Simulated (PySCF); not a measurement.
**CH₃BF₂NP: electronic excitations and core binding energies**

What electronic excitations and core binding energies should CH₃BF₂NP (`N#C[BH2-][PH+](F)F`) show?

Programs: PySCF 2.14.0, with density-fitted response routines of our own. Each step states its level of theory. These are calculated values for one molecule in the gas phase, unless marked as measured. Atoms count from 0, in the outputs and in this text.

## Step 1: The starting structure

9 atoms, charge 0, multiplicity 1; geometry from: GFN2-xTB.

Bonds of the start (Å): N0–C1 1.15, C1–B2 1.55, B2–P3 1.89, P3–F4 1.59, P3–F5 1.60, B2–H6 1.18, B2–H7 1.19, P3–H8 1.39.

## Step 2: Excited states and response: CAM-B3LYP/def2-SVPD

The job: settings as JSON, then the geometry in Å.

```
{"job": {"kind": "uv", "xc": "CAM-B3LYP", "basis": "def2-SVPD", "nstates": 8, "ntriplets": 3}, "charge": 0, "multiplicity": 1}
N     -2.350527     1.262682     0.182275
C     -1.623341     0.386234     0.041874
B     -0.620316    -0.785937    -0.121937
P      0.968432     0.200097     0.153394
F      1.245610     1.233376    -1.019159
F      2.382252    -0.538729     0.040560
H     -0.733564    -1.592691     0.736111
H     -0.581153    -1.214975    -1.226153
H      1.326168     1.055937     1.187856
```

Method: TDDFT CAM-B3LYP/def2-SVPD, vertical, gas phase, core orbitals frozen in the response.

On the command line:

```bash
$ OMP_NUM_THREADS=1 python probes_run.py task.json out
```

This one command runs all jobs of the session in turn.

**Question.** This job is followed by: delta-SCF UKS SCAN, pcX-2 on the ionised atom, pcseg-1 elsewhere, spin-free X2C. What will the session give for the following? lowest singlet (CAM-B3LYP/def2-SVPD); brightest single state of those computed; lowest triplet; N1s binding energies, SCAN/pcX-2; C1s binding energies, SCAN/pcX-2; B1s binding energies, SCAN/pcX-2; P1s binding energies, SCAN/pcX-2; P2p binding energies, SCAN/pcX-2; F1s binding energies, SCAN/pcX-2.

**Answer**, as computed:

| quantity | value |
| --- | --- |
| lowest singlet (CAM-B3LYP/def2-SVPD) | 6.25 eV (198 nm), f = 0.003 |
| brightest single state of those computed | state 2, 6.60 eV, f = 0.051 |
| lowest triplet | 5.59 eV |
| N1s binding energies, SCAN/pcX-2 | N0 404.78 eV |
| C1s binding energies, SCAN/pcX-2 | C1 291.69 eV |
| B1s binding energies, SCAN/pcX-2 | B2 195.84 eV |
| P1s binding energies, SCAN/pcX-2 | P3 2155.83 eV |
| P2p binding energies, SCAN/pcX-2 | P3 142.04 eV |
| F1s binding energies, SCAN/pcX-2 | F4 694.49 eV |

What this shows: The first singlet state (HOMO→LUMO 0.84) lies at 6.25 eV and is weak; of the 8 states computed, the strongest absorption comes from state 2 at 6.60 eV. The lowest triplet lies 0.66 eV below the lowest singlet (triplets in Tamm-Dancoff, singlets in full TDDFT).
